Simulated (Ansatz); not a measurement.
# CH3FO3W: basis-set convergence

One table from this session's results is given with a row withheld; the runs are named, their logs left out.

Computed with Ansatz 0.2.0, Gaussian basis. Level: one geometry, several basis sets.

Levels to be run: PBE0-D4/def2-SVP; ωB97M-V/def2-SVP; PBE0-D4/def2-QZVPP; ωB97M-V/def2-QZVPP; the functionals' def2-TZVPP values are taken from earlier runs.

### Structure used throughout

An earlier PBE0-D4 in a triple-zeta def2 set relaxation fixed the geometry. W takes the def2 core potential; no spin-orbit term is included.

SMILES `C[O][W](=[O])(=[O])[F]`, 9 atoms, charge 0, spin multiplicity 1.

Atoms are counted from 1 here; the program's logs count them from 0.

Bond lengths: C1–O2 1.410 Å, C1–H7 1.091 Å, C1–H8 1.092 Å, C1–H9 1.092 Å, O2–W3 1.846 Å, W3–O4 1.703 Å, W3–O5 1.701 Å, W3–F6 1.862 Å. Angles: O2–C1–H7 108.3°, O2–C1–H8 109.4°, O2–C1–H9 110.5°, H7–C1–H8 109.3°, H7–C1–H9 109.6°, H8–C1–H9 109.7°, C1–O2–W3 142.7°, O2–W3–O4 109.2°, O2–W3–O5 108.7°, O2–W3–F6 111.2°, O4–W3–O5 107.3°, O4–W3–F6 110.2°, O5–W3–F6 110.3°.

Set-up of the first run:

in.yaml reads:

```yaml
crystal:
  periodic: [false, false, false]
  atoms:
    - {symbol: C, position_ang: [0.112470, -1.316589, 0.894926]}
    - {symbol: O, position_ang: [-0.452026, -0.125103, 0.395648]}
    - {symbol: W, position_ang: [-0.168220, 1.241476, -0.812141]}
    - {symbol: O, position_ang: [-1.041093, 0.918134, -2.238160]}
    - {symbol: O, position_ang: [1.482008, 1.269798, -1.224283]}
    - {symbol: F, position_ang: [-0.684197, 2.883837, -0.102480]}
    - {symbol: H, position_ang: [-0.171039, -1.416443, 1.943811]}
    - {symbol: H, position_ang: [-0.279144, -2.166252, 0.332095]}
    - {symbol: H, position_ang: [1.201240, -1.288858, 0.810583]}
basis:
  gaussian: {orbitals: def2-SVP}
hamiltonian: {xc: pbe0, dispersion: d4}
output: {orbitals: {seedname: orbitals}}
```

On the command line:

```sh
$ ansatz run in.yaml --threads 4 --pin off --events-out ev --progress --plain --max-ram 10444MiB
```

Among the steps run: PBE0-D4 in def2-SVP; ωB97M-V in def2-SVP; PBE0-D4 in def2-QZVPP; ωB97M-V in def2-QZVPP.

One of the session's tables, all rows but one given; the rest of the session is left out.

It belongs to the step «Functionals by basis». 

| functional | basis | HOMO (eV) | LUMO (eV) |
| --- | --- | --- | --- |
| PBE0-D4 | def2-SVP | ? | ? |
| PBE0-D4 | def2-TZVPP | -9.07 | -1.76 |
| PBE0-D4 | def2-QZVPP | -9.09 | -1.79 |
| ωB97M-V | def2-SVP | -11.41 | 0.39 |
| ωB97M-V | def2-TZVPP | -11.43 | 0.40 |
| ωB97M-V | def2-QZVPP | -11.46 | 0.35 |

Estimate the missing values for PBE0-D4, def2-SVP.

The run gave: HOMO (eV): -9.05; LUMO (eV): -1.77. In the column «HOMO (eV)» it is the highest.
